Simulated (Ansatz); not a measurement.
**ZnNi: relaxation and properties**

The task here is to estimate one member of a computed series from the others.

Program: Ansatz 0.2.0. Level of theory: DFT r2SCAN, scalar-relativistic, plane waves, PAW. These are calculated values, not measurements.

### The starting structure

It takes space group P4/mmm (No. 123, tetragonal). Conventional cell: a = 2.754 Å, b = 2.754 Å, c = 3.214 Å, α = 90.00°, β = 90.00°, γ = 90.00°. Around Zn (site symmetry 4/mmm) lie 8 Ni at 2.52 Å and 4 Zn at 2.75 Å. Around Ni (site symmetry 4/mmm) lie 8 Zn at 2.52 Å and 4 Ni at 2.75 Å.

Structure file:

```
CELL_PARAMETERS angstrom
2.75418 0.00000 0.00000
0.00000 2.75418 0.00000
0.00000 0.00000 3.21400
ATOMIC_POSITIONS crystal
Zn 0.50000 0.50000 0.50000
Ni 0.00000 0.00000 0.00000
```

The structure comes from the Crystallography Open Database.

Set-up of the first run:

(A quick probe on a coarse mesh, which set the mesh and smearing, is not shown.)

Input file input.yaml:

```yaml
crystal:
  lattice:
    - [2.7541809127, 0.0, 0.0]
    - [0.0, 2.7541809127, 0.0]
    - [0.0, 0.0, 3.214]
  atoms:
    - { symbol: Zn, position: [0.5, 0.5, 0.5] }
    - { symbol: Ni, position: [0.0, 0.0, 0.0] }
basis:
  ecutwfc: 500
kpoints:
  mp_grid: { grid: [16, 16, 14] }
hamiltonian:
  xc: r2scan
scf:
  occupations: { method: gaussian, width: 0.1 }
output:
  forces: true
  stress: true
  eigenvalues: true
relax:
  adjacent_minimum: "off"
  f_tol: 0.005
  max_steps: 80
  cell: { stress_tol: 0.05 }
```

Steps of the session up to this table: The relaxation; Static run: bands, density of states and charges; Volume × 0.97; Volume × 1.03; Volume × 0.94; Volume × 1.06.

One of the session's tables, all rows but one given; the rest of the session is left out.

It belongs to the step «Energy against volume». 

| volume (Å³/atom) | energy above the lowest point (meV/atom) | pressure (GPa) |
| --- | --- | --- |
| 10.867 | 24.8 | 12.18 |
| 11.214 | 5.8 | 5.56 |
| 11.560 | 0.0 | 0.00 |
| 11.907 | ? | ? |
| 12.254 | 19.8 | -8.60 |

Q: Estimate the row for volume (Å³/atom) = 11.907 from the others.

Worked estimate for «energy above the lowest point (meV/atom)». A straight line through the neighbours (11.560, 0.0) and (12.254, 19.8) gives 0.0 + (19.8 − 0.0) × (11.907 − 11.560) / (12.254 − 11.560) = 9.9; a parabola fitted to 3 rows on both sides gives 4.7.

As computed: energy above the lowest point (meV/atom): 5.2; pressure (GPa): -4.68. In «energy above the lowest point (meV/atom)» the line misses by +4.7 and the parabola by -0.5.

Limits of these values: The projections leave out shells that the potentials don't hold, such as empty d states. Warnings in the runs' records: stability check not made, seeded moment not kept.
